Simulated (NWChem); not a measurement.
# One shape, several levels: triplet GeSiH4O2

Aim: a comparison of 5 runs (UHF/STO-3G, UHF/3-21G, UB3LYP/6-31G*, UM06-2X/def2-SVP) of triplet GeSiH4O2. 

The calculation is run with NWChem 7.3.0.

## (1) The structure to begin with

GeSiH4O2 has 8 atoms, charge 0, and is taken as a triplet. As SMILES of the parent species, `[OH][Ge][O][SiH3]`. Geometry: relaxed at PBE0-D4/def2-TZVP. This is one conformer, not always the lowest. That shape belongs to the parent species and isn't relaxed for this state.

Bond lengths: O1–Ge2 1.774 Å, Ge2–O3 1.800 Å, O3–Si4 1.640 Å, O1–H5 0.964 Å, Si4–H6 1.486 Å, Si4–H7 1.490 Å, Si4–H8 1.486 Å. Angles: O1–Ge2–O3 96.3°, Ge2–O3–Si4 137.6°, Ge2–O1–H5 112.5°, O3–Si4–H6 109.6°, O3–Si4–H7 110.8°, O3–Si4–H8 109.6°, H6–Si4–H7 108.8°, H6–Si4–H8 109.2°, H7–Si4–H8 108.8°.

## (2) A single-point energy at UHF/STO-3G (run 1)

File a.nw:

```
start a
memory 2200 mb
geometry noautosym nocenter noautoz
O     1.410100    2.505300    0.149500
Ge    1.623900    0.902600   -0.581400
O     0.084300    0.200200    0.031000
Si   -0.715100   -1.229100   -0.056600
H     0.587200    2.577300    0.646600
H    -2.046000   -1.018000   -0.682500
H     0.048600   -2.214700   -0.872700
H    -0.900800   -1.780800    1.310300
end
basis spherical bse
* library STO-3G
end
scf
triplet
uhf
thresh 1e-08
maxiter 80
end
task scf energy
```

The run is started by

```console
$ nwchem a.nw > a.out
```

Standard output:

```text
[...]
  functions       =    41
[...]
  wavefunction    = UHF
[...]
         Total SCF energy =  -2487.293827763121
      One electron energy =  -4168.795872684324
      Two electron energy =   1341.719331749795
 Nuclear repulsion energy =    339.782713171407
                       Sz =      1.0000
                 Sz(Sz+1) =      2.0000
                      S^2 =      2.0167
[...]
```

Run time: 6 s. Hardware: 1 thread of AMD EPYC 9R45 (Zen 5), shared host; peak memory 0.098 GiB.

## (3) A single-point energy at UHF/3-21G (run 2)

File job.nw:

```
start job
title "GeH4O2Si"
memory total 2200 mb
geometry noautosym nocenter noautoz
   O     1.410100    2.505300    0.149500
   Ge    1.623900    0.902600   -0.581400
   O     0.084300    0.200200    0.031000
   Si   -0.715100   -1.229100   -0.056600
   H     0.587200    2.577300    0.646600
   H    -2.046000   -1.018000   -0.682500
   H     0.048600   -2.214700   -0.872700
   H    -0.900800   -1.780800    1.310300
end
basis "ao basis" spherical bse
   * library 3-21G
end
scf
   nopen 2
   uhf
   thresh 1e-08
   maxiter 80
   noprint "final vectors analysis"
end
task scf energy
```

The run is started by

```console
$ nwchem job.nw > job.out
```

Standard output:

```text
[...]
  functions       =    61
[...]
  wavefunction    = UHF
[...]
         Total SCF energy =  -2503.954291480566
      One electron energy =  -4169.003236836226
      Two electron energy =   1325.266232184254
 Nuclear repulsion energy =    339.782713171407
                       Sz =      1.0000
                 Sz(Sz+1) =      2.0000
                      S^2 =      2.0057
[...]
```

It took 6 s on 1 thread of AMD EPYC 9R45 (Zen 5), shared host; peak memory 0.1 GiB.

Runs 3 to 4 aren't shown in full; the table further down has their settings and results.

## (4) The energy at UM06-2X/def2-SVP (run 5)

File struct.nw:

```
START struct
memory 2200 mb
GEOMETRY noautosym nocenter noautoz
  O     1.410100    2.505300    0.149500
  Ge    1.623900    0.902600   -0.581400
  O     0.084300    0.200200    0.031000
  Si   -0.715100   -1.229100   -0.056600
  H     0.587200    2.577300    0.646600
  H    -2.046000   -1.018000   -0.682500
  H     0.048600   -2.214700   -0.872700
  H    -0.900800   -1.780800    1.310300
END
BASIS spherical bse
  O library def2-SVP
  Ge library def2-SVP
  Si library def2-SVP
  H library def2-SVP
END
DFT
  xc m06-2x
  mult 3
  grid fine
  convergence energy 1e-08
  iterations 100
  mulliken
  print medium
END
TASK dft
```

The run is started by

```console
$ nwchem struct.nw > struct.out
```

Standard output:

```text
[...]
          Wavefunction type:  spin polarized.
          No. of atoms     :     8
          No. of electrons :    66
[...]
          Charge           :     0
          Spin multiplicity:     3
[...]
          AO basis - number of functions:    98
[...]
              XC Information
              --------------
                       M06-2X Method XC Functional
                     Hartree-Fock (Exact) Exchange  0.540
                        M06-2X Exchange Functional  1.000
                      M06-2X Correlation Potential  1.000
[...]
 d= 0,ls=0.0,diis     1  -2518.6617245543 -2.86D+03  6.49D-03  2.00D-01     3.0
[...]
 d= 0,ls=0.0,diis    12  -2518.7632364568 -6.73D-09  4.45D-07  2.34D-09    31.1
[...]
         Total DFT energy =    -2518.763236456806
      One electron energy =    -4182.446970072656
           Coulomb energy =     1442.627335807346
    Exchange-Corr. energy =     -118.726315362904
 Nuclear repulsion energy =      339.782713171407
[...]
      Total Density - Mulliken Population Analysis
     ---------------------------------------------
    Atom       Charge   Shell Charges
 -----------   ------   -------------------------------------------------------
    1 O    8     8.48   1.99  1.06  0.69  2.85  1.88  0.01
    2 Ge  32    31.39   2.00  2.00  1.99  1.03  0.25  6.00  5.98  1.09  0.86  8.15  1.79  0.25
    3 O    8     8.64   1.99  1.06  0.73  2.86  2.00  0.01
    4 Si  14    13.36   2.00  1.98  0.98  0.15  5.93  1.25  0.77  0.29
    5 H    1     0.78   0.65  0.06  0.07
    6 H    1     1.11   0.74  0.36  0.01
    7 H    1     1.12   0.74  0.37  0.01
    8 H    1     1.11   0.74  0.36  0.01
[...]
      <S2> =      2.0054 (Exact =     2.0000)
[...]
```

Run time: 32 s. Hardware: 1 thread of AMD EPYC 9R45 (Zen 5), shared host; peak memory 0.12 GiB.

## (5) All runs side by side

```csv
run,level,iteration cap,module,energy (Eh),dipole moment (D),HOMO energy (eV),⟨S²⟩,wall time
1,UHF/STO-3G,80,scf,-2487.293828,2.10,-3.58,2.017,6 s
2,UHF/3-21G,80,scf,-2503.954291,2.42,–,2.006,6 s
3,UB3LYP/6-31G* (spherical functions),100,dft,-2519.047188,1.29,–,2.004,50 s
4,UB3LYP/6-31G* (Cartesian functions),100,dft,-2519.057280,1.30,-3.85,2.004,32 s
5,UM06-2X/def2-SVP,100,dft,-2518.763236,1.24,-5.35,2.005,32 s
```

## (6) What came out

| quantity | value |
| --- | --- |
| run 5: total energy | -2518.76324 Eh |
| run 5: dipole moment | 1.24 D |
| run 5: HOMO energy (highest over α and β) | -5.35 eV |
| run 5: LUMO energy (lowest over α and β) | -4.96 eV |
| run 5: ⟨S²⟩ | 2.005 |

What this shows: The dipole moment (its size) runs from 1.24 D (UM06-2X/def2-SVP) to 2.42 D (UHF/3-21G). The two ends differ in method and basis. Totals of different functionals can't be ranked against each other. In run 1 the basis is minimal, so the values are rough. All runs together took 2.1 min, the longest 50 s.
